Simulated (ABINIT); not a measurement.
The system is BIr.

```
Ir B
1.0
     3.04211    0.00000    0.00000
    -1.52105    2.63454    0.00000
     0.00000    0.00000    2.70297
Ir B
1 1
Direct
  0.66667 0.33333 0.00000
  0.00000 0.00000 0.50000
```

The cell comes from a database or a generator and needn't be the stable form of this composition.

| Item | Value |
| --- | --- |
| Program | ABINIT 10.8.3 (patched build) |
| Task | relaxation of cell and atoms |
| Functional | PBEsol |
| Potentials or basis | JTH PAW PBE v2.0 |
| Cutoff | 435 eV |
| k mesh | 10 × 10 × 10 |
| Occupations | fermi-dirac, width 0.05 eV |
| Spin | no spin polarisation |

At the start: pressure -4.7 GPa; volume 10.83 Å³/atom.

Where does the relaxation end?

Over 4 steps the energy falls by 2.7 meV/atom and the volume is 10.66 Å³/atom (-1.6 %); space group P-6m2 (No. 187, to 0.05 Å).

Step by step:
```csv
step,energy change (eV),largest force (eV/Å),pressure (GPa),volume (Å³)
1,0.0000,0.0000,-4.70,21.66
2,-0.0049,0.0000,-0.11,21.35
3,-0.0053,0.0000,0.08,21.33
4,-0.0054,0.0000,0.00,21.32
```

Final structure:
```yaml
crystal:
  lattice:
    - [3.01967, 0.00000, 0.00000]
    - [-1.50984, 2.61511, 0.00000]
    - [0.00000, 0.00000, 2.70046]
  atoms:
    - { symbol: Ir, position: [0.66667, 0.33333, 0.00000] }
    - { symbol: B, position: [0.00000, 0.00000, 0.50000] }
```

Caveat: the PAW data sets were made with another functional, which shifts forces and pressure a little; the atomic spheres overlap.
